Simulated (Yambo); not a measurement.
# GaSb (F-43m) in Yambo: a series of runs

The runs below take GaSb through optical spectrum, with PBE.

Program: Yambo 5.3.0. These are calculated values, not measurements. Logs are shortened: lines on timing, memory, paths and dates and some standing lists are left out, and cuts for length are marked.

## 1. The undisturbed crystal

The structure is cubic, space group F-43m (No. 216). The conventional cell has a = 6.118 Å, b = 6.118 Å, c = 6.118 Å, α = 90.00°, β = 90.00°, γ = 90.00°. Around Sb (site symmetry -43m) lie 4 Ga at 2.65 Å. Ga (site symmetry -43m) has 4 Sb at 2.65 Å as nearest neighbours.

## 2. Optical spectrum, PBE (volume scaled by 0.96)

optics0.in reads:

```
optics
chi
Chimod= "IP"
% BndsRnXd
 1 | 34 |
%
% LongDrXd
 1 | 1 | 0 |
%
% QpntsRXd
 1 | 1 |
%
% EnRngeXd
 0 | 30 | eV
%
% DmRngeXd
 0.3 | 0.3 | eV
%
ETStpsXd= 200
```

scf.in reads:

```
&CONTROL
  calculation = 'scf'
  prefix = 'pwscf'
  outdir = './tmp'
  pseudo_dir = './pseudo'
/
&SYSTEM
  ibrav = 0
  nat = 2
  ntyp = 2
  ecutwfc = 80
  nbnd = 21
  occupations = 'smearing'
  smearing = 'fd'
  degauss = 0.00367493
  force_symmorphic = .true.
/
&ELECTRONS
  conv_thr = 4d-10
  electron_maxstep = 120
  mixing_beta = 0.5
/
ATOMIC_SPECIES
Sb   121.7600 Sb.upf
Ga    69.7230 Ga.upf
CELL_PARAMETERS angstrom
   0.0000000000    3.0176570942    3.0176570942
   3.0176570942    0.0000000000    3.0176570942
   3.0176570942    3.0176570942    0.0000000000
ATOMIC_POSITIONS angstrom
Sb     4.5264856413    4.5264856413    4.5264856413
Ga     0.0000000000    0.0000000000    0.0000000000
K_POINTS automatic
8 8 8 0 0 0
```

nscf.in reads:

```
&CONTROL
  calculation = 'nscf'
  prefix = 'pwscf'
  outdir = './tmp'
  pseudo_dir = './pseudo'
/
&SYSTEM
  ibrav = 0
  nat = 2
  ntyp = 2
  ecutwfc = 80
  nbnd = 34
  occupations = 'fixed'
  force_symmorphic = .true.
/
&ELECTRONS
  conv_thr = 1d-08
  diago_full_acc = .true.
  diago_thr_init = 1d-06
/
ATOMIC_SPECIES
Sb   121.7600 Sb.upf
Ga    69.7230 Ga.upf
CELL_PARAMETERS angstrom
   0.0000000000    3.0176570942    3.0176570942
   3.0176570942    0.0000000000    3.0176570942
   3.0176570942    3.0176570942    0.0000000000
ATOMIC_POSITIONS angstrom
Sb     4.5264856413    4.5264856413    4.5264856413
Ga     0.0000000000    0.0000000000    0.0000000000
K_POINTS automatic
8 8 8 0 0 0
```

Potentials or basis: PseudoDojo 0.4.1 SR PBE standard.

Run with:

```sh
$ OMP_NUM_THREADS=1 pw.x -in scf.in > scf.out
$ OMP_NUM_THREADS=1 pw.x -in nscf.in > nscf.out
$ cd tmp/pwscf.save; p2y; mv SAVE ../..; cd ../..
$ OMP_NUM_THREADS=1 yambo
$ OMP_NUM_THREADS=1 yambo -F optics0.in -J optics0 -C optics0_out
```

Yambo's report:

```text
[... sections 02.01 to 02.04 as in the set-up run ...]

  [02.05] Energies & Occupations
  ==============================

  [X] === General ===
  [X] Electronic Temperature                        :  0.000000  0.000000 [eV K]
  [X] Bosonic    Temperature                        :  0.000000  0.000000 [eV K]
  [X] Finite Temperature mode                       : no
  [X] El. density                                   :  0.50947E+24 [cm-3]
  [X] Fermi Level                                   :  8.892444 [eV]

  [X] === Gaps and Widths ===
  [X] Conduction Band Min                           :  0.335280 [eV]
  [X] Valence Band Max                              :  0.000000 [eV]
  [X] Filled Bands                                  :  14
  [X] Empty Bands                                   :   15   34
  [X] Direct Gap                                    :  0.335280 [eV]
  [X] Direct Gap localized at k                     :  1
  [X] Indirect Gap                                  :  0.335280 [eV]
  [X] Indirect Gap between kpts                     :  1  1
  [X] Last valence band width                       :  3.306853 [eV]
  [X] 1st conduction band width                     :  3.508655 [eV]

 [03] Transferred momenta grid and indexing
 ==========================================

 IBZ Q-points                                      :  29
 BZ  Q-points                                      :   512

 K/Q-points units:
 rlu = crystal or reduced units; cc = cartesian coordinates; iku = interal k-units

 Q [ 1]         [rlu]:  0.000000  0.000000  0.000000
 Q [ 2]         [rlu]:  0.54107E-17  0.54107E-17  0.12500
 Q [ 3]         [rlu]:  0.10821E-16  0.10821E-16  0.25000
 Q [ 4]         [rlu]:  0.74842E-17  0.74842E-17  0.37500
 Q [ 5]         [rlu]: -0.21643E-16 -0.21643E-16 -0.50000
 Q [ 6]         [rlu]:  0.23765E-17  0.12500      0.12500
 Q [ 7]         [rlu]:  0.18006E-16  0.12500      0.25000
 Q [ 8]         [rlu]:  0.36012E-16  0.12500      0.37500
 Q [ 9]         [rlu]: -0.27756E-17  0.12500      0.50000
 Q [10]         [rlu]: -0.72024E-16  0.12500     -0.37500
 Q [11]         [rlu]: -0.74842E-17  0.12500     -0.25000
 Q [12]         [rlu]: -0.38577E-16  0.12500     -0.12500
 Q [13]         [rlu]:  0.47530E-17  0.25000      0.25000
 Q [14]         [rlu]:  0.41282E-17  0.25000      0.37500
 Q [15]         [rlu]:  0.31266E-17  0.25000      0.50000
[... 12 lines left out ...]
 Q [28]         [rlu]:  0.125000 -0.500000 -0.375000
 Q [29]         [rlu]:  0.250000 -0.500000 -0.250000

 [04] Dipoles
 ============

  [04.01] Setup: observables and procedures
  =========================================

  [WF-Oscillators/G space/Transverse up loader] Normalization (few states)  min/max  :  0.10939E-16   1.0000

  [WR./optics0//ndb.dipoles]------------------------------------------------------
   Brillouin Zone Q/K grids (IBZ/BZ)                :    29   512    29   512
   RL vectors                                       :   5601 [WF]
   Fragmentation                                    : yes
   Electronic Temperature                           :  0.000000 [K]
   Bosonic    Temperature                           :  0.000000 [K]
   DIP band range                                   :    1   34
   DIP band range limits                            :  14  15
   DIP e/h energy range                             : -1.000000 -1.000000 [eV]
   RL vectors in the sum                            :   5601
   [r,Vnl] included                                 : yes
   Bands ordered                                    : yes
   Direct v evaluation                              : no
   Approach used                                    : G-space v
   Dipoles computed                                 : R V P [G-space]
   Wavefunctions                                    : Perdew, Burke & Ernzerhof(X)+Perdew, Burke & Ernzerhof(C)

  [WARNING] [r,Vnl^pseudo] included in position and velocity dipoles.

  [WARNING] In case H contains other non local terms, these are neglected

 [05] Optics
 ===========

 [X-CG] R(p) Tot o/o(of R):    6440  143360     100
```

It took 64 s on 1 thread of Arm Neoverse V2, shared host; peak memory 0.26 GiB.

What came out:

- Band gap on the k mesh, mean-field level: 0.34 eV, direct
- Electronic dielectric constant along the field: 45.30

Dielectric function (along the field direction of the input):
```tsv
energy (eV)	real part	imaginary part
0.30	32.81	32.64
0.75	16.29	14.35
1.21	22.59	13.13
1.81	9.50	20.75
2.26	10.26	13.73
2.71	11.07	16.53
3.32	5.90	21.42
3.77	-4.16	19.45
4.22	-2.96	13.01
4.82	-2.81	11.69
5.28	-6.77	10.54
5.73	-6.05	6.16
6.33	-4.85	3.97
6.78	-3.92	3.03
7.24	-2.74	2.57
7.84	-2.46	2.86
8.29	-2.51	2.25
8.74	-2.29	1.73
9.35	-1.77	1.19
9.80	-1.31	1.10
10.25	-1.22	1.14
10.85	-1.08	0.81
11.31	-0.81	0.72
11.76	-0.70	0.70
12.36	-0.55	0.56
12.81	-0.42	0.46
13.27	-0.29	0.43
13.87	-0.16	0.38
14.32	-0.07	0.36
14.77	-0.01	0.33
15.38	0.10	0.27
15.83	0.19	0.27
16.28	0.24	0.26
16.88	0.33	0.26
17.34	0.39	0.27
17.79	0.42	0.29
18.39	0.45	0.30
18.84	0.44	0.31
19.30	0.46	0.27
19.90	0.47	0.28
```

Energy-loss function:
```csv
energy (eV),loss
0.0,0.009
1.4,0.021
2.6,0.042
3.9,0.059
5.3,0.067
6.5,0.111
7.8,0.201
9.2,0.240
10.4,0.407
11.8,0.713
13.1,1.462
14.3,2.684
15.7,2.726
16.9,1.494
18.2,1.037
19.6,0.904
20.8,0.738
22.2,0.534
23.5,0.385
24.7,0.300
26.1,0.299
27.4,0.234
28.6,0.168
30.0,0.200
```

Caveat: spectra need much finer meshes, so this one isn't converged; independent-particle spectra lack excitons; spin-orbit coupling is left out, which moves the levels of the heavy elements. A k mesh can miss the band edges.

## 3. Optical spectrum, PBE (volume scaled by 0.96)

optics1.in reads:

```
optics
chi
Chimod= "HARTREE"
% BndsRnXd
 1 | 34 |
%
NGsBlkXd= 4 Ry
% LongDrXd
 1 | 1 | 0 |
%
% QpntsRXd
 1 | 1 |
%
% EnRngeXd
 0 | 10 | eV
%
% DmRngeXd
 0.05 | 0.05 | eV
%
ETStpsXd= 150
```

scf.in is that of step 2.

nscf.in is that of step 2.

Potentials or basis: PseudoDojo 0.4.1 SR PBE standard.

Run with:

```sh
$ OMP_NUM_THREADS=1 pw.x -in scf.in > scf.out
$ OMP_NUM_THREADS=1 pw.x -in nscf.in > nscf.out
$ cd tmp/pwscf.save; p2y; mv SAVE ../..; cd ../..
$ OMP_NUM_THREADS=1 yambo
$ OMP_NUM_THREADS=1 yambo -F optics1.in -J optics1 -C optics1_out
```

Yambo's report:

```text
[... sections 02.01 to 02.04 as in the set-up run ...]

  [02.05] Energies & Occupations
  ==============================

  [X] === General ===
  [X] Electronic Temperature                        :  0.000000  0.000000 [eV K]
  [X] Bosonic    Temperature                        :  0.000000  0.000000 [eV K]
  [X] Finite Temperature mode                       : no
  [X] El. density                                   :  0.50947E+24 [cm-3]
  [X] Fermi Level                                   :  8.892444 [eV]

  [X] === Gaps and Widths ===
  [X] Conduction Band Min                           :  0.335280 [eV]
  [X] Valence Band Max                              :  0.000000 [eV]
  [X] Filled Bands                                  :  14
  [X] Empty Bands                                   :   15   34
  [X] Direct Gap                                    :  0.335280 [eV]
  [X] Direct Gap localized at k                     :  1
  [X] Indirect Gap                                  :  0.335280 [eV]
  [X] Indirect Gap between kpts                     :  1  1
  [X] Last valence band width                       :  3.306853 [eV]
  [X] 1st conduction band width                     :  3.508655 [eV]

 [03] Transferred momenta grid and indexing
 ==========================================

 IBZ Q-points                                      :  29
 BZ  Q-points                                      :   512

 K/Q-points units:
 rlu = crystal or reduced units; cc = cartesian coordinates; iku = interal k-units

 Q [ 1]         [rlu]:  0.000000  0.000000  0.000000
 Q [ 2]         [rlu]:  0.54107E-17  0.54107E-17  0.12500
 Q [ 3]         [rlu]:  0.10821E-16  0.10821E-16  0.25000
 Q [ 4]         [rlu]:  0.74842E-17  0.74842E-17  0.37500
 Q [ 5]         [rlu]: -0.21643E-16 -0.21643E-16 -0.50000
 Q [ 6]         [rlu]:  0.23765E-17  0.12500      0.12500
 Q [ 7]         [rlu]:  0.18006E-16  0.12500      0.25000
 Q [ 8]         [rlu]:  0.36012E-16  0.12500      0.37500
 Q [ 9]         [rlu]: -0.27756E-17  0.12500      0.50000
 Q [10]         [rlu]: -0.72024E-16  0.12500     -0.37500
 Q [11]         [rlu]: -0.74842E-17  0.12500     -0.25000
 Q [12]         [rlu]: -0.38577E-16  0.12500     -0.12500
 Q [13]         [rlu]:  0.47530E-17  0.25000      0.25000
 Q [14]         [rlu]:  0.41282E-17  0.25000      0.37500
 Q [15]         [rlu]:  0.31266E-17  0.25000      0.50000
 Q [16]         [rlu]: -0.58427E-16  0.25000     -0.37500
 Q [17]         [rlu]: -0.77154E-16  0.25000     -0.25000
 Q [18]         [rlu]:  0.32320E-16  0.37500      0.37500
 Q [19]         [rlu]:  0.34975E-16  0.37500      0.50000
 Q [20]         [rlu]: -0.47086E-17  0.37500     -0.37500
 Q [21]         [rlu]: -0.95059E-17 -0.50000     -0.50000
 Q [22]         [rlu]:  0.125000  0.250000  0.375000
 Q [23]         [rlu]:  0.125000  0.250000  0.500000
 Q [24]         [rlu]:  0.125000  0.250000 -0.375000
 Q [25]         [rlu]:  0.125000  0.375000  0.500000
 Q [26]         [rlu]:  0.125000  0.375000  0.625000
 Q [27]         [rlu]:  0.125000  0.375000 -0.250000
 Q [28]         [rlu]:  0.125000 -0.500000 -0.375000
 Q [29]         [rlu]:  0.250000 -0.500000 -0.250000

 [04] Dipoles
 ============

  [04.01] Setup: observables and procedures
  =========================================

  [WF-Oscillators/G space/Transverse up loader] Normalization (few states)  min/max  :  0.10939E-16   1.0000

  [WR./optics1//ndb.dipoles]------------------------------------------------------
   Brillouin Zone Q/K grids (IBZ/BZ)                :    29   512    29   512
   RL vectors                                       :   5601 [WF]
   Fragmentation                                    : yes
   Electronic Temperature                           :  0.000000 [K]
   Bosonic    Temperature                           :  0.000000 [K]
   DIP band range                                   :    1   34
   DIP band range limits                            :  14  15
   DIP e/h energy range                             : -1.000000 -1.000000 [eV]
   RL vectors in the sum                            :   5601
   [r,Vnl] included                                 : yes
   Bands ordered                                    : yes
   Direct v evaluation                              : no
   Approach used                                    : G-space v
   Dipoles computed                                 : R V P [G-space]
   Wavefunctions                                    : Perdew, Burke & Ernzerhof(X)+Perdew, Burke & Ernzerhof(C)

  [WARNING] [r,Vnl^pseudo] included in position and velocity dipoles.

  [WARNING] In case H contains other non local terms, these are neglected

 [05] Optics
 ===========

 [X-CG] R(p) Tot o/o(of R):    6440  143360     100
```

Wall time 73 s (1 thread of Arm Neoverse V2, shared host); peak memory 0.5 GiB.

Results:

```yaml
Band_gap_on_the_k_mesh_mean-field_level: 0.34 eV, direct
Electronic_dielectric_constant_along_the_field: 62.80
Electronic_dielectric_constant_along_the_field_independent_particles: 65.13
```

Dielectric function (along the field direction of the input):
| energy (eV) | real part | imaginary part |
| --- | --- | --- |
| 0.27 | 104.13 | 54.68 |
| 0.60 | 0.30 | 6.12 |
| 0.94 | 16.34 | 2.17 |
| 1.28 | 29.57 | 4.13 |
| 1.61 | 39.50 | 27.57 |
| 1.95 | 1.56 | 6.15 |
| 2.28 | 7.57 | 3.75 |
| 2.62 | 2.03 | 10.53 |
| 2.95 | 13.62 | 10.29 |
| 3.29 | 5.55 | 19.43 |
| 3.62 | 7.44 | 31.27 |
| 3.96 | -9.53 | 7.94 |
| 4.30 | -4.23 | 12.66 |
| 4.63 | -5.92 | 6.49 |
| 4.97 | 3.89 | 9.14 |
| 5.30 | -11.77 | 16.04 |
| 5.64 | -7.13 | 3.15 |
| 5.97 | -4.97 | 6.63 |
| 6.31 | -6.42 | 1.64 |
| 6.64 | -4.40 | 3.04 |
| 6.98 | -3.73 | 1.52 |
| 7.32 | -2.41 | 2.35 |
| 7.65 | -0.54 | 2.09 |
| 7.99 | -2.42 | 2.08 |
| 8.32 | -2.54 | 1.84 |
| 8.66 | -2.59 | 1.38 |
| 8.99 | -1.75 | 1.29 |
| 9.33 | -1.67 | 0.95 |
| 9.66 | -1.48 | 0.50 |
| 10.00 | -0.71 | 0.83 |

Caveat: spectra need much finer meshes, so this one isn't converged; these spectra lack excitons; spin-orbit coupling is left out, which moves the levels of the heavy elements. A k mesh can miss the band edges.

(Continued in part 2 of 2.)
